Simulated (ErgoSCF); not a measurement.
**UBP86/Turbomole-DZP run of SiHF3 (SMILES F[SiH](F)F)**

What is the interaction energy of two rigid parts of SiHF3 at UBP86/Turbomole-DZP? 

Program for the calculation: ErgoSCF 3.8.

7 further runs of the same task are left out: 2 that didn't finish, 5 set aside as unsound or not needed.

## 1. The system as given

The species is SiHF3 (5 atoms), meant as a singlet with charge 0. As SMILES, `F[SiH](F)F`. Geometry: relaxed at PBE0-D4/def2-TZVP.

Bond lengths: F1–Si2 1.573 Å, Si2–F3 1.573 Å, Si2–F4 1.573 Å, Si2–H5 1.461 Å. Angles: F1–Si2–F3 108.3°, F1–Si2–F4 108.3°, F3–Si2–F4 108.3°, F1–Si2–H5 110.7°, F3–Si2–H5 110.7°, F4–Si2–H5 110.7°.

## 2. A single-point energy at UBP86/Turbomole-DZP

ergo.in reads:

```
# F3HSi, BP86
set_nthreads("env")
molecule_inline
F   -0.84489655  -0.15533549   2.81814857
Si   0.07691185   0.00321253  -0.00340151
F   -1.12835547   2.42149506  -1.24192801
F   -0.93711519  -2.38729101  -1.44979788
H    2.83345535   0.11791891  -0.12302117
EOF
tmpdir = "."
scf.output_mulliken_pop = 1
scf.starting_guess_disturbance = 0.05
basis = "Turbomole-DZP"
charge = 0
scf.max_number_of_iterations = 71
scf.force_unrestricted = 1
scf.use_diagonalization = 1
scf.max_no_of_diis_matrices = 4
run "BP86"
```

The run is started by

```bash
$ ergo ergo.in
```

Standard output:

```text
[...]
INDF Weighted mixed functional:
[...]
INSC Energy   1 =       -340.35243955345
[...]
INDE E_LUMO =          0.02789594557
[...]
INSC Energy  27 =       -589.75886144452  ( diff     -0.000000000000909 )
[...]
RESC CONVERGED after  27 iterations.
RESC FINAL ENERGY:       -589.75886144452
RESC FINAL <S2> =          0.00000000000
[...]
INSC SCF: dipole_moment_x [atomic units] =       0.45086854
INSC SCF: dipole_moment_y [atomic units] =       0.01878579
INSC SCF: dipole_moment_z [atomic units] =      -0.01977484
[...]
```

It took 19 s on 1 thread of Intel Xeon Platinum 8375C at 2.90GHz (Ice Lake), shared host; peak memory 0.27 GiB.

## 3. SiHF2 at the same level

ergo.in reads:

```
set_nthreads("env")
molecule_inline
F  -0.84489655 -0.15533549 2.81814857
Si 0.07691185 0.00321253 -0.00340151
F  -1.12835547 2.42149506 -1.24192801
H  2.83345535 0.11791891 -0.12302117
EOF
scf.starting_guess_disturbance = 0.05
spin_polarization = 1
scf.max_number_of_iterations = 150
scf.output_mulliken_pop = 1
scf.use_diagonalization = 1
tmpdir = "."
basis = "Turbomole-DZP"
run "BP86"
```

The run is started by

```bash
$ ergo < ergo.in
```

Standard output:

```text
[...]
INDF Weighted mixed functional:
[...]
INSC Energy   1 =       -286.91916360280
[...]
INDE E_LUMO =         -0.12332707315
[...]
INSC Energy  29 =       -489.80544922397  ( diff     -0.000000000003752 )
[...]
RESC CONVERGED after  29 iterations.
RESC FINAL ENERGY:       -489.80544922397
RESC FINAL <S2> =          0.75118734813
[...]
INSC SCF: dipole_moment_x [atomic units] =       0.30392486
INSC SCF: dipole_moment_y [atomic units] =      -0.22412209
INSC SCF: dipole_moment_z [atomic units] =      -0.16367505
[...]
```

Wall time 11 s (1 thread of Intel Xeon Platinum 8375C at 2.90GHz (Ice Lake), shared host); peak memory 0.27 GiB.

## 4. The F atom, same level

run.inp reads:

```
set_nthreads("env")
molecule_inline
F  -0.93711519 -2.38729101 -1.44979788
EOF
scf.max_number_of_iterations = 150
tmpdir = "."
spin_polarization = 1
scf.output_mulliken_pop = 1
scf.use_diagonalization = 1
basis = "Turbomole-DZP"
scf.starting_guess_disturbance = 0.05
run "BP86"
```

Run the same way, it converges to -99.70100 Eh (log not shown).

## 5. Summary of results

At UBP86/Turbomole-DZP:

| quantity | value |
| --- | --- |
| molecule: total energy | -589.75886 Eh |
| molecule: dipole moment | 1.15 D |
| SiHF2: total energy | -489.80545 Eh |
| SiHF2: dipole moment | 1.05 D |
| SiHF2: ⟨S²⟩ | 0.751 |
| F atom: total energy | -99.70100 Eh |
| F atom: dipole moment | 0.00 D |
| F atom: ⟨S²⟩ | 0.751 |
| interaction energy of the rigid parts SiHF2 and F (parts in their own basis; closest atoms 1.57 Å apart) | -6.868 eV |

In words: The interaction energy of the rigid parts SiHF2 and F (parts in their own basis; closest atoms 1.57 Å apart) is −6.87 eV (−663 kJ/mol): the parts attract. Without counterpoise this holds the superposition error of the basis.
